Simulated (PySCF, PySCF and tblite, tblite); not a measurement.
# C7H16Si: conformers and averaged spectra, part 1 of 3

Aim: find the conformers of C7H16Si (`CC[SiH]1CCCCC1`), weigh them, and average their properties.

Computed with tblite 0.8.0 (tight binding) and PySCF 2.14.0 (DFT, with response routines of our own); each step states its level. Atoms count from 0 throughout.

## 1. The molecule as given

24 atoms, charge 0, multiplicity 1; geometry from: MMFF94s geometry.

Bonds of the start (Å): C0–C1 1.52, C0–H10 1.09, C0–H8 1.09, C0–H9 1.08, C1–H11 1.10, C1–H12 1.11, C1–Si2 1.86, C3–C4 1.53, C3–H14 1.10, C3–H15 1.10, C4–C5 1.55, C4–H16 1.09, C4–H17 1.09, C5–C6 1.54, C5–H18 1.09, C5–H19 1.09, C6–C7 1.54, C6–H20 1.09, C6–H21 1.10, C7–H22 1.09, C7–H23 1.08, Si2–C3 1.89, Si2–C7 1.89, Si2–H13 1.48.

## 2. GFN2-xTB relaxation, conformer 1

What the job is given:

```
{"job": {"xc": "GFN2-xTB", "basis": "xTB", "kind": "relax"}, "charge": 0, "multiplicity": 1}
C      3.325100    -0.008100    -0.680100
C      2.285400    -0.701300     0.191600
Si     0.669700     0.186300     0.413100
C     -0.559800    -0.788700     1.459600
C     -2.010500    -0.321500     1.320700
C     -2.508900    -0.312600    -0.144600
C     -1.759300     0.695400    -1.040500
C     -0.266700     0.369300    -1.222000
H      2.947300     0.127400    -1.698700
H      4.230000    -0.601200    -0.730100
H      3.575400     0.979400    -0.282700
H      2.088600    -1.703800    -0.212400
H      2.724000    -0.861200     1.203400
H      0.869600     1.531400     1.008200
H     -0.262500    -0.724100     2.521800
H     -0.497400    -1.849500     1.187700
H     -2.656800    -0.976100     1.905900
H     -2.121200     0.681500     1.736800
H     -3.569900    -0.048600    -0.137100
H     -2.419300    -1.318100    -0.561400
H     -2.244500     0.717200    -2.017900
H     -1.871300     1.702900    -0.614900
H     -0.174700    -0.570600    -1.765000
H      0.195900     1.135600    -1.834000
```

The run is started by

```bash
OMP_NUM_THREADS=1 python ens_run.py task.json out
```

The driver reads the study from task.json and runs its stages one after another.

Log:

```text
step      E/eV     max force
  0    -676.72221    1.417
  1    -676.77509    0.427
  2    -676.78433    0.191
  3    -676.79488    0.244
  4    -676.80096    0.262
  5    -676.80560    0.209
  6    -676.80893    0.165
  7    -676.81141    0.164
  8    -676.81308    0.120
  9    -676.81435    0.083
 10    -676.81552    0.103
 11    -676.81683    0.135
 12    -676.81833    0.112
 13    -676.81994    0.071
 14    -676.82156    0.077
 15    -676.82314    0.105
 16    -676.82460    0.103
 17    -676.82587    0.064
 18    -676.82694    0.061
 19    -676.82774    0.053
 20    -676.82821    0.048
 21    -676.82844    0.025
 22    -676.82844    0.025
 23    -676.82851    0.019
 24    -676.82867    0.016
 25    -676.82871    0.017
 26    -676.82881    0.017
 27    -676.82886    0.015
 28    -676.82892    0.017
 29    -676.82897    0.018
 30    -676.82903    0.020
 31    -676.82910    0.018
 32    -676.82917    0.017
 33    -676.82923    0.015
 34    -676.82928    0.015
 35    -676.82933    0.018
 36    -676.82937    0.021
 37    -676.82941    0.018
 38    -676.82944    0.012
 39    -676.82947    0.012
 40    -676.82950    0.012
 41    -676.82952    0.014
 42    -676.82955    0.016
 43    -676.82959    0.017
 44    -676.82962    0.015
 45    -676.82965    0.010
 46    -676.82967    0.010
 47    -676.82969    0.015
 48    -676.82972    0.016
 49    -676.82975    0.012
 50    -676.82977    0.010
 51    -676.82978    0.009
 52    -676.82980    0.012
 53    -676.82981    0.008
 54    -676.82982    0.008
 55    -676.82983    0.007
 56    -676.82984    0.012
 57    -676.82985    0.012
 58    -676.82986    0.007
 59    -676.82987    0.006
 60    -676.82988    0.008
 61    -676.82989    0.009
 62    -676.82990    0.007
 63    -676.82990    0.004
```

Run time: 0.44 s. Hardware: 1 thread of Arm Neoverse V2, shared host.

The energy fell by 0.108 eV, and the atoms moved 0.07 Å (root mean square).

## 3. GFN2-xTB relaxation, conformer 2

What the job is given:

```
{"job": {"xc": "GFN2-xTB", "basis": "xTB", "kind": "relax"}, "charge": 0, "multiplicity": 1}
C      2.966300     0.870200     0.546700
C      1.922100     0.506200    -0.519700
Si     0.752600    -0.884000    -0.032600
C     -0.504200    -1.186900    -1.436900
C     -1.604000    -0.128300    -1.494800
C     -2.372800     0.063400    -0.185400
C     -1.494900     0.608800     0.957200
C     -0.375500    -0.351800     1.398500
H      3.611900     1.669400     0.177200
H      3.587100     0.016600     0.810800
H      2.476000     1.227700     1.464300
H      1.337700     1.390300    -0.759400
H      2.448400     0.204600    -1.413600
H      1.498900    -2.118000     0.293600
H     -0.967800    -2.165400    -1.255400
H      0.024100    -1.246900    -2.373000
H     -1.170600     0.837900    -1.807600
H     -2.317000    -0.419600    -2.284500
H     -2.830700    -0.880600     0.125000
H     -3.181200     0.774300    -0.351700
H     -1.066500     1.575200     0.664400
H     -2.138000     0.811300     1.828600
H      0.226500     0.112600     2.196900
H     -0.840200    -1.267300     1.818400
```

Log:

```text
step      E/eV     max force
  0    -676.70618    0.758
  1    -676.73877    0.291
  2    -676.74811    0.182
  3    -676.75558    0.220
  4    -676.76232    0.231
  5    -676.76867    0.181
  6    -676.77332    0.146
  7    -676.77642    0.110
  8    -676.77832    0.086
  9    -676.77949    0.083
 10    -676.78043    0.089
 11    -676.78144    0.082
 12    -676.78257    0.077
 13    -676.78365    0.082
 14    -676.78452    0.076
 15    -676.78523    0.068
 16    -676.78593    0.059
 17    -676.78660    0.062
 18    -676.78717    0.049
 19    -676.78761    0.044
 20    -676.78800    0.038
 21    -676.78800    0.038
 22    -676.78819    0.030
 23    -676.78851    0.024
 24    -676.78861    0.022
 25    -676.78881    0.023
 26    -676.78890    0.022
 27    -676.78901    0.021
 28    -676.78909    0.018
 29    -676.78916    0.016
 30    -676.78921    0.015
 31    -676.78926    0.016
 32    -676.78931    0.017
 33    -676.78936    0.014
 34    -676.78941    0.014
 35    -676.78946    0.015
 36    -676.78952    0.019
 37    -676.78957    0.017
 38    -676.78962    0.015
 39    -676.78967    0.019
 40    -676.78971    0.018
 41    -676.78976    0.016
 42    -676.78980    0.010
 43    -676.78983    0.010
 44    -676.78985    0.012
 45    -676.78987    0.011
 46    -676.78989    0.008
 47    -676.78990    0.007
 48    -676.78990    0.007
 49    -676.78991    0.008
 50    -676.78993    0.011
 51    -676.78995    0.012
 52    -676.78997    0.010
 53    -676.78999    0.008
 54    -676.79000    0.010
 55    -676.79002    0.010
 56    -676.79004    0.011
 57    -676.79006    0.009
 58    -676.79008    0.008
 59    -676.79009    0.007
 60    -676.79010    0.007
 61    -676.79011    0.007
 62    -676.79011    0.006
 63    -676.79012    0.006
 64    -676.79013    0.007
 65    -676.79014    0.009
 66    -676.79015    0.008
 67    -676.79016    0.007
 68    -676.79017    0.006
 69    -676.79018    0.007
 70    -676.79019    0.009
 71    -676.79020    0.007
 72    -676.79021    0.007
 73    -676.79021    0.006
 74    -676.79022    0.005
 75    -676.79022    0.006
 76    -676.79023    0.007
 77    -676.79024    0.006
 78    -676.79025    0.005
 79    -676.79025    0.004
 80    -676.79025    0.004
 81    -676.79026    0.004
 82    -676.79026    0.005
 83    -676.79027    0.005
 84    -676.79027    0.004
```

Run time: 0.59 s. Hardware: 1 thread of Arm Neoverse V2, shared host.

The energy fell by 0.084 eV, and the atoms moved 0.06 Å (root mean square).

## 4. GFN2-xTB relaxation, conformer 3

What the job is given:

```
{"job": {"xc": "GFN2-xTB", "basis": "xTB", "kind": "relax"}, "charge": 0, "multiplicity": 1}
C      2.774900     0.719800     0.800100
C      2.448100    -0.096300    -0.450700
Si     0.656000    -0.451800    -0.768400
C     -0.387800     1.134000    -0.943100
C     -1.896200     0.864600    -0.809300
C     -2.300800     0.136100     0.473000
C     -1.734100    -1.287900     0.569600
C     -0.197100    -1.341400     0.662900
H      2.418200     0.223700     1.712600
H      2.298400     1.712700     0.757800
H      3.845100     0.862000     0.893500
H      2.866700     0.410900    -1.312300
H      2.974900    -1.057600    -0.354800
H      0.500800    -1.257000    -2.011100
H     -0.172100     1.614100    -1.893100
H     -0.086800     1.827300    -0.135100
H     -2.418000     1.832400    -0.852100
H     -2.244900     0.280500    -1.681000
H     -3.391000     0.084000     0.521100
H     -1.972600     0.723600     1.353400
H     -2.154600    -1.767000     1.470300
H     -2.084000    -1.872200    -0.287300
H      0.123600    -0.877900     1.612700
H      0.121600    -2.396900     0.678500
```

Log:

```text
step      E/eV     max force
  0    -676.69748    1.531
  1    -676.75690    0.450
  2    -676.76899    0.189
  3    -676.77708    0.181
  4    -676.78219    0.209
  5    -676.78700    0.162
  6    -676.79062    0.144
  7    -676.79359    0.145
  8    -676.79560    0.087
  9    -676.79698    0.091
 10    -676.79810    0.091
 11    -676.79929    0.097
 12    -676.80053    0.078
 13    -676.80175    0.070
 14    -676.80294    0.070
 15    -676.80408    0.075
 16    -676.80509    0.080
 17    -676.80590    0.065
 18    -676.80651    0.058
 19    -676.80698    0.048
 20    -676.80731    0.037
 21    -676.80731    0.037
 22    -676.80744    0.024
 23    -676.80765    0.029
 24    -676.80773    0.029
 25    -676.80789    0.024
 26    -676.80798    0.023
 27    -676.80809    0.017
 28    -676.80818    0.019
 29    -676.80824    0.015
 30    -676.80828    0.013
 31    -676.80831    0.013
 32    -676.80834    0.010
 33    -676.80835    0.008
 34    -676.80837    0.007
 35    -676.80838    0.010
 36    -676.80840    0.011
 37    -676.80841    0.008
 38    -676.80842    0.009
 39    -676.80842    0.009
 40    -676.80844    0.011
 41    -676.80845    0.012
 42    -676.80847    0.007
 43    -676.80847    0.004
```

It took 0.31 s on 1 thread of Arm Neoverse V2, shared host.

The energy fell by 0.111 eV, and the atoms moved 0.06 Å (root mean square).

## 5. GFN2-xTB relaxation, conformer 4

What the job is given:

```
{"job": {"xc": "GFN2-xTB", "basis": "xTB", "kind": "relax"}, "charge": 0, "multiplicity": 1}
C      2.321800    -0.332000    -0.935300
C      2.209200    -0.179700     0.566600
Si     0.514900     0.058300     1.304700
C     -0.680800    -1.337300     0.872300
C     -1.378000    -1.192800    -0.469300
C     -2.084200     0.161300    -0.665700
C     -1.106000     1.353200    -0.706600
C     -0.361800     1.594200     0.624100
H      3.363800    -0.469800    -1.228600
H      1.932900     0.559400    -1.444900
H      1.747300    -1.198500    -1.294700
H      2.650000    -1.078700     1.040600
H      2.833500     0.663900     0.894400
H      0.637500     0.178800     2.773300
H     -1.448100    -1.373700     1.667800
H     -0.145500    -2.297700     0.926400
H     -0.653900    -1.332600    -1.286500
H     -2.121400    -1.997000    -0.578100
H     -2.821400     0.314600     0.136900
H     -2.626300     0.138100    -1.604100
H     -0.389000     1.203300    -1.510800
H     -1.669300     2.260300    -0.954700
H      0.363100     2.409200     0.508600
H     -1.099900     1.915300     1.371000
```

Log:

```text
step      E/eV     max force
  0    -676.66161    1.253
  1    -676.70794    0.266
  2    -676.71652    0.202
  3    -676.72772    0.225
  4    -676.73637    0.288
  5    -676.74420    0.254
  6    -676.74877    0.141
  7    -676.75124    0.118
  8    -676.75250    0.073
  9    -676.75331    0.079
 10    -676.75396    0.086
 11    -676.75459    0.080
 12    -676.75525    0.071
 13    -676.75595    0.076
 14    -676.75668    0.079
 15    -676.75741    0.071
 16    -676.75814    0.071
 17    -676.75884    0.060
 18    -676.75949    0.058
 19    -676.76005    0.046
 20    -676.76047    0.049
 21    -676.76075    0.034
 22    -676.76075    0.034
 23    -676.76085    0.026
 24    -676.76104    0.026
 25    -676.76109    0.025
 26    -676.76119    0.015
 27    -676.76123    0.014
 28    -676.76127    0.013
 29    -676.76130    0.014
 30    -676.76134    0.013
 31    -676.76138    0.016
 32    -676.76143    0.021
 33    -676.76148    0.021
 34    -676.76154    0.016
 35    -676.76161    0.018
 36    -676.76171    0.022
 37    -676.76183    0.031
 38    -676.76196    0.031
 39    -676.76207    0.019
 40    -676.76214    0.016
 41    -676.76219    0.014
 42    -676.76224    0.014
 43    -676.76229    0.014
 44    -676.76234    0.014
 45    -676.76239    0.013
 46    -676.76243    0.014
 47    -676.76247    0.013
 48    -676.76252    0.013
 49    -676.76255    0.013
 50    -676.76259    0.015
 51    -676.76263    0.014
 52    -676.76267    0.013
 53    -676.76272    0.014
 54    -676.76276    0.011
 55    -676.76278    0.010
 56    -676.76280    0.009
 57    -676.76281    0.008
 58    -676.76282    0.008
 59    -676.76283    0.007
 60    -676.76284    0.008
 61    -676.76285    0.009
 62    -676.76285    0.008
 63    -676.76286    0.007
 64    -676.76287    0.006
 65    -676.76288    0.007
 66    -676.76289    0.008
 67    -676.76290    0.010
 68    -676.76291    0.007
 69    -676.76291    0.006
 70    -676.76292    0.005
 71    -676.76292    0.006
 72    -676.76293    0.007
 73    -676.76293    0.004
 74    -676.76294    0.004
 75    -676.76294    0.004
 76    -676.76295    0.006
 77    -676.76295    0.006
 78    -676.76295    0.004
```

It took 0.53 s on 1 thread of Arm Neoverse V2, shared host.

Relaxing gained 0.101 eV and moved the atoms by 0.07 Å on average (rms).

## 6. GFN2-xTB relaxation, conformer 5

What the job is given:

```
{"job": {"xc": "GFN2-xTB", "basis": "xTB", "kind": "relax"}, "charge": 0, "multiplicity": 1}
C      3.269400     0.405200    -0.426700
C      2.121900    -0.597900    -0.326500
Si     0.692700    -0.090600     0.766800
C     -0.660800    -1.428400     0.778800
C     -2.062200    -0.832400     0.936200
C     -2.494000     0.076500    -0.240500
C     -1.387300     0.916400    -0.917900
C     -0.265900     1.387700     0.030100
H      2.921900     1.348000    -0.862800
H      4.053200     0.011400    -1.060100
H      3.691900     0.627700     0.553700
H      1.746700    -0.823200    -1.321200
H      2.527400    -1.540300     0.086400
H      1.135000     0.238400     2.138600
H     -0.462600    -2.109300     1.622200
H     -0.603800    -2.015900    -0.127500
H     -2.794900    -1.635300     1.034500
H     -2.118300    -0.258200     1.861300
H     -3.272800     0.755200     0.136200
H     -2.962400    -0.536700    -1.004200
H     -0.955700     0.329700    -1.727700
H     -1.854400     1.788800    -1.387000
H      0.431800     2.038400    -0.502400
H     -0.708600     1.964700     0.843100
```

Log:

```text
step      E/eV     max force
  0    -676.56095    1.044
  1    -676.59326    0.352
  2    -676.60115    0.222
  3    -676.61264    0.306
  4    -676.61921    0.377
  5    -676.62568    0.273
  6    -676.62989    0.179
  7    -676.63268    0.141
  8    -676.63434    0.113
  9    -676.63558    0.094
 10    -676.63681    0.115
 11    -676.63832    0.136
 12    -676.64018    0.106
 13    -676.64221    0.109
 14    -676.64400    0.109
 15    -676.64536    0.084
 16    -676.64646    0.068
 17    -676.64751    0.066
 18    -676.64856    0.071
 19    -676.64960    0.068
 20    -676.65051    0.055
 21    -676.65123    0.051
 22    -676.65180    0.049
 23    -676.65230    0.046
 24    -676.65279    0.044
 25    -676.65331    0.050
 26    -676.65385    0.060
 27    -676.65435    0.052
 28    -676.65474    0.037
 29    -676.65474    0.037
 30    -676.65490    0.030
 31    -676.65517    0.024
 32    -676.65525    0.023
 33    -676.65543    0.021
 34    -676.65553    0.023
 35    -676.65564    0.024
 36    -676.65575    0.022
 37    -676.65587    0.022
 38    -676.65600    0.025
 39    -676.65612    0.024
 40    -676.65623    0.021
 41    -676.65634    0.022
 42    -676.65645    0.027
 43    -676.65656    0.028
 44    -676.65666    0.024
 45    -676.65676    0.021
 46    -676.65684    0.026
 47    -676.65692    0.025
 48    -676.65699    0.019
 49    -676.65706    0.020
 50    -676.65713    0.028
 51    -676.65722    0.037
 52    -676.65731    0.035
 53    -676.65740    0.024
 54    -676.65748    0.021
 55    -676.65755    0.032
 56    -676.65763    0.037
 57    -676.65772    0.030
 58    -676.65779    0.018
 59    -676.65786    0.018
 60    -676.65792    0.026
 61    -676.65797    0.027
 62    -676.65803    0.018
 63    -676.65807    0.014
 64    -676.65809    0.012
 65    -676.65812    0.013
 66    -676.65813    0.010
 67    -676.65815    0.008
 68    -676.65816    0.009
 69    -676.65818    0.011
 70    -676.65819    0.009
 71    -676.65820    0.008
 72    -676.65820    0.007
 73    -676.65821    0.007
 74    -676.65823    0.010
 75    -676.65824    0.010
 76    -676.65825    0.008
 77    -676.65826    0.008
 78    -676.65828    0.009
 79    -676.65830    0.010
 80    -676.65833    0.013
 81    -676.65836    0.014
 82    -676.65839    0.011
 83    -676.65842    0.012
 84    -676.65845    0.013
 85    -676.65848    0.013
 86    -676.65851    0.012
 87    -676.65854    0.011
 88    -676.65857    0.013
 89    -676.65861    0.016
 90    -676.65865    0.014
 91    -676.65869    0.012
 92    -676.65872    0.012
 93    -676.65876    0.012
 94    -676.65880    0.013
 95    -676.65882    0.010
 96    -676.65884    0.008
 97    -676.65885    0.008
 98    -676.65887    0.008
 99    -676.65888    0.008
100    -676.65889    0.006
101    -676.65890    0.007
102    -676.65891    0.007
103    -676.65892    0.007
104    -676.65892    0.006
105    -676.65893    0.006
106    -676.65894    0.007
107    -676.65895    0.008
108    -676.65897    0.009
109    -676.65898    0.008
110    -676.65899    0.008
111    -676.65901    0.012
112    -676.65903    0.013
113    -676.65905    0.009
114    -676.65906    0.008
115    -676.65907    0.008
116    -676.65908    0.008
117    -676.65910    0.008
118    -676.65911    0.008
119    -676.65913    0.008
120    -676.65914    0.010
121    -676.65916    0.010
122    -676.65917    0.006
123    -676.65918    0.005
124    -676.65919    0.006
125    -676.65919    0.005
126    -676.65919    0.002
```

Run time: 0.86 s. Hardware: 1 thread of Arm Neoverse V2, shared host.

Gain 0.098 eV; displacement 0.13 Å root mean square.

## 7. DFT optimisation, start 1: PBE0-D3(BJ)/def2-SVP

What the job is given:

```
{"job": {"kind": "geom", "xc": "PBE0", "basis": "def2-SVP", "d3": "d3bj", "grid": 1, "maxiter": 40}, "charge": 0, "multiplicity": 1}
C      3.276990     0.012118    -0.672193
C      2.295746    -0.743668     0.213694
Si     0.634590     0.166155     0.403611
C     -0.574220    -0.820399     1.488651
C     -1.992582    -0.287123     1.312795
C     -2.453746    -0.314307    -0.142316
C     -1.738016     0.705493    -1.024520
C     -0.271491     0.351810    -1.258720
H      2.871757     0.135341    -1.673469
H      4.224209    -0.519294    -0.750692
H      3.474326     0.999910    -0.263437
H      2.139012    -1.740712    -0.200684
H      2.744197    -0.886476     1.196868
H      0.861464     1.500612     0.994919
H     -0.299425    -0.767979     2.542384
H     -0.558826    -1.877512     1.216394
H     -2.685819    -0.883776     1.913327
H     -2.041214     0.739858     1.681930
H     -3.527500    -0.110675    -0.173040
H     -2.296498    -1.315798    -0.550197
H     -2.257843     0.767429    -1.985346
H     -1.802624     1.689126    -0.553787
H     -0.220774    -0.579834    -1.826589
H      0.186551     1.120685    -1.882030
```

Log:

```text
step      E/eV     max force
  0    -15379.00429   1.1477
  1    -15379.10155   0.1467
  2    -15379.10518   0.0543
  3    -15379.10592   0.0332
  4    -15379.10597   0.0163
```

Run time: 99 s. Hardware: 1 thread of Arm Neoverse V2, shared host; peak memory 0.89 GiB.

Relaxing gained 0.102 eV and moved the atoms by 0.06 Å on average (rms).

## 8. DFT optimisation, start 2: PBE0-D3(BJ)/def2-SVP

What the job is given:

```
{"job": {"kind": "geom", "xc": "PBE0", "basis": "def2-SVP", "d3": "d3bj", "grid": 1, "maxiter": 40}, "charge": 0, "multiplicity": 1}
C      2.943279     0.854261     0.558515
C      1.933665     0.526460    -0.536150
Si     0.721604    -0.863684    -0.042670
C     -0.517108    -1.196529    -1.448930
C     -1.600509    -0.120657    -1.491564
C     -2.340615     0.021552    -0.163212
C     -1.481376     0.619587     0.948775
C     -0.381773    -0.332979     1.416240
H      3.628125     1.637397     0.236601
H      3.527920    -0.026385     0.813114
H      2.438056     1.195316     1.458861
H      1.384655     1.434820    -0.791430
H      2.475204     0.233051    -1.436980
H      1.474223    -2.086161     0.292928
H     -0.992343    -2.166001    -1.294575
H     -0.020823    -1.245571    -2.418507
H     -1.152408     0.840515    -1.755009
H     -2.325247    -0.365952    -2.273871
H     -2.703459    -0.960001     0.151953
H     -3.212416     0.663626    -0.315684
H     -1.033794     1.550457     0.591952
H     -2.126627     0.872754     1.795513
H      0.197347     0.145870     2.206407
H     -0.847314    -1.211982     1.864775
```

Log:

```text
step      E/eV     max force
  0    -15379.00992   0.7803
  1    -15379.10145   0.1872
  2    -15379.10430   0.0583
  3    -15379.10554   0.0455
  4    -15379.10571   0.0127
```

It took 100 s on 1 thread of Arm Neoverse V2, shared host; peak memory 0.9 GiB.

The energy fell by 0.096 eV, and the atoms moved 0.08 Å (root mean square).

## 9. DFT optimisation, start 3: PBE0-D3(BJ)/def2-SVP

What the job is given:

```
{"job": {"kind": "geom", "xc": "PBE0", "basis": "def2-SVP", "d3": "d3bj", "grid": 1, "maxiter": 40}, "charge": 0, "multiplicity": 1}
C      2.763753     0.715374     0.791727
C      2.467409    -0.109563    -0.455520
Si     0.614147    -0.440420    -0.755805
C     -0.397440     1.161722    -0.920766
C     -1.889131     0.852206    -0.822233
C     -2.255803     0.141685     0.478591
C     -1.730106    -1.289679     0.557993
C     -0.210993    -1.349557     0.696691
H      2.398765     0.210545     1.683044
H      2.286302     1.690475     0.730506
H      3.835401     0.871203     0.907827
H      2.882026     0.400381    -1.324869
H      2.991010    -1.062633    -0.383318
H      0.475633    -1.244181    -1.987419
H     -0.196537     1.667331    -1.866012
H     -0.134643     1.866218    -0.129234
H     -2.461272     1.782563    -0.888732
H     -2.185517     0.224911    -1.666082
H     -3.345141     0.119838     0.570219
H     -1.866075     0.715177     1.323474
H     -2.195780    -1.788788     1.413175
H     -2.033200    -1.830698    -0.341379
H      0.070721    -0.892195     1.647067
H      0.104734    -2.392152     0.748611
```

Log:

```text
step      E/eV     max force
  0    -15379.01699   0.8828
  1    -15379.10544   0.1880
  2    -15379.10725   0.0651
  3    -15379.10788   0.0270
  4    -15379.10804   0.0116
```

Wall time 1.7 min (1 thread of Arm Neoverse V2, shared host); peak memory 0.89 GiB.

Relaxing gained 0.091 eV and moved the atoms by 0.06 Å on average (rms).

(Continued in part 2 of 3.)
